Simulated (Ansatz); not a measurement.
# H2BrO (doublet): the correlation ladder at distance Br1–H2 along a hydrogen transfer = 1.321 Å, cc-pVDZ

One table from this session's results is given with a row withheld; the runs are named, their logs left out.

Method: cc-pVDZ, core rule «outside noble gas», up to 15 orbitals frozen; program: Ansatz 0.2.0, Gaussian basis.

The runs, in order: UHF; CCSD(T) on ROHF; CCSD(T) on UHF; BCCD(T) on ROHF; CISD; CCSDT(Q) on ROHF; CCSDT(Q) on UHF; CASSCF and MRCISD+Q, 3 electrons in 3 orbitals; CASSCF and NEVPT2, 3 electrons in 3 orbitals.

13 further runs of the same task are left out: 6 for a known fault of the program, 6 that didn't finish, 1 set aside as unsound or not needed.

## What is computed

The geometry derives from fragments relaxed apart (PBE0/def2-TZVP) and kept rigid, so it is no stationary point. A hydrogen atom is moved between rigid fragments. No spin-orbit coupling is included. The filled d shell of Br may be among the frozen orbitals whatever the setting's name suggests; the logs give the count.

4 atoms, charge 0, spin multiplicity 2.

Atoms are counted from 1 here; the program's logs count them from 0.

Bond lengths: Br1–H2 1.321 Å, O3–H4 0.973 Å.

Set-up of the first run:

in.yaml

```yaml
crystal:
  periodic: [false, false, false]
  atoms:
    - {symbol: Br, position_ang: [-1.941215, 0.234988, 0.000000]}
    - {symbol: H, position_ang: [-0.620215, 0.234988, 0.000000]}
    - {symbol: O, position_ang: [1.154785, 0.234988, 0.000000]}
    - {symbol: H, position_ang: [1.406644, -0.704963, 0.000000]}
basis:
  gaussian: {orbitals: cc-pVDZ}
magnetization: {spin_polarized: true, initial_magnetization: 1}
hamiltonian: {xc: hf}
output: {orbitals: {seedname: orbitals}}
```

Started as:

```
$ ansatz run in.yaml --threads 1 --pin off --events-out ev --progress --plain --max-ram 2393MiB
```

Among the steps run: UHF; CCSD(T) on ROHF; CCSD(T) on UHF; BCCD(T) on ROHF; CISD; CCSDT(Q) on ROHF; CCSDT(Q) on UHF; CASSCF and MRCISD+Q, 3 electrons in 3 orbitals; CASSCF and NEVPT2, 3 electrons in 3 orbitals.

One of the session's tables, all rows but one given; the rest of the session is left out.

| method | from UCCSDT(Q) (kcal/mol) |
| --- | --- |
| ROHF | +198.31 |
| UHF | ? |
| RMP2 | +21.09 |
| UMP2 | +21.10 |
| CISD | +17.93 |
| RCCSD | +3.25 |
| UCCSD | +3.22 |
| RCCSD(T) | +0.59 |
| UCCSD(T) | +0.57 |
| BCCD(T) | +0.59 |
| RCCSDT | +0.32 |
| UCCSDT | +0.30 |
| RCCSDT(Q) | +0.02 |
| UCCSDT(Q) | 0 |
| CASSCF pair | +183.79 |
| NEVPT2 pair | +19.37 |
| MRCISD pair | +15.63 |
| MRCISD+Q pair | +1.01 |

Q: Estimate the row for UHF from the others.

The run gave: from UCCSDT(Q) (kcal/mol): +195.81. In the column «from UCCSDT(Q) (kcal/mol)» it lies between CASSCF pair (+183.79) and ROHF (+198.31).

Caveats from the session: Restricted and unrestricted rows rest on different reference determinants; where their highest levels disagree by more than a few hundredths of an eV, they describe different states and don't form one ladder.
